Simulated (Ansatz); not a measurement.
# Sb (hcp type): how the settings move a single-point run

Question: which choices in the input matter for Sb (hcp type)?

Computed with Ansatz 0.2.0 (reference: DFT, LDA, all-electron PAW with datasets made for the crystal, scalar-relativistic, unless a step's input says otherwise).

1 further run of the same task is left out (it didn't finish). Runs told in other sessions of the task aren't counted.

### 1 The system as given

It takes space group P6_3/mmc (No. 194, hexagonal). The conventional cell has a = 2.537 Å, b = 2.537 Å, c = 3.961 Å, α = 90.00°, β = 90.00°, γ = 120.00°. Sb (site symmetry -6m2) is surrounded by 12 Sb at 2.46 to 2.54 Å.

Structure file:

```cif
data_structure
_symmetry_space_group_name_H-M 'P 1'
_symmetry_Int_Tables_number 1
_cell_length_a 2.5373
_cell_length_b 2.5373
_cell_length_c 3.9605
_cell_angle_alpha 90.000
_cell_angle_beta 90.000
_cell_angle_gamma 120.000
_cell_volume 22.08
loop_
_atom_site_label
_atom_site_type_symbol
_atom_site_fract_x
_atom_site_fract_y
_atom_site_fract_z
_atom_site_occupancy
Sb1 Sb 0.33333 0.66667 0.25000 1
Sb2 Sb 0.66667 0.33333 0.75000 1
```

### 2 Reference

input.yaml reads:

```yaml
crystal:
  lattice:
    - [2.5372765848, 0.0, 0.0]
    - [-1.2686382924, 2.1973459788, 0.0]
    - [0.0, 0.0, 3.9605320719]
  atoms:
    - { symbol: Sb, position: [0.3333333333, 0.6666666667, 0.25] }
    - { symbol: Sb, position: [0.6666666667, 0.3333333333, 0.75] }
kpoints:
  mp_grid: { grid: [14, 14, 8] }
scf:
  occupations: { method: fermi_dirac, width: 0.05 }
hamiltonian:
  xc: lda
  pseudopotentials: { kind: all_electron, datasets: crystal }
output:
  forces: true
  stress: true
  eigenvalues: true
```

Started as:

```
> ansatz run input.yaml --threads 1 --pin off --max-ram 2048MiB --backend cpu --events-out ev --progress --plain --runs-dir out
```

### 3 Variant: mp_grid.grid [9, 9, 5], xc_grid 3

Changes to input.yaml since step 2:

```diff
@@ -9,3 +9,3 @@
 kpoints:
-  mp_grid: { grid: [14, 14, 8] }
+  mp_grid: { grid: [9, 9, 5] }
 scf:
@@ -19 +19,3 @@
   eigenvalues: true
+basis:
+  xc_grid: 3
```

**Question.** What will these runs give? Wanted: for each run, ending; energy change; pressure; gap; force.

The runs gave:

```csv
run,ending,energy change,pressure (GPa),gap (eV),force (eV/Å),cycles,time
reference,converged,0,416.4,0.00,0.00,7,9.6 s
"1: mp_grid.grid [9, 9, 5], xc_grid 3",converged,+8.2 meV/atom,416.7,0.00,0.00,7,2.2 s
```

Residual by cycle in the longest SCF loop of each run; runs are numbered as in the table. The quantity is the density residual dr2, in eV.

```csv
cycle,reference,run 1
1,0.2,0.202
2,0.0605,0.0611
3,0.00143,0.00146
4,6.5e-5,6.2e-5
5,3.8e-6,4.2e-6
6,2.6e-7,2.5e-7
7,3.1e-9,3.0e-9
```

What this shows: Changing the k-point mesh and numerical grids moves the energy by +8.2 meV/atom, and the pressure goes from 416.4 to 416.7 GPa. The mesh and an integration grid changed together, so this run can't say which moved the energy. Cost: 2.2 s against 9.6 s. Semilocal functionals close small gaps, and spin-orbit coupling, left out here, moves these band edges, so the missing gap need not be the real solid's. The structure is not at rest: the sound run finds 416 GPa, so these are no properties of the relaxed crystal. 
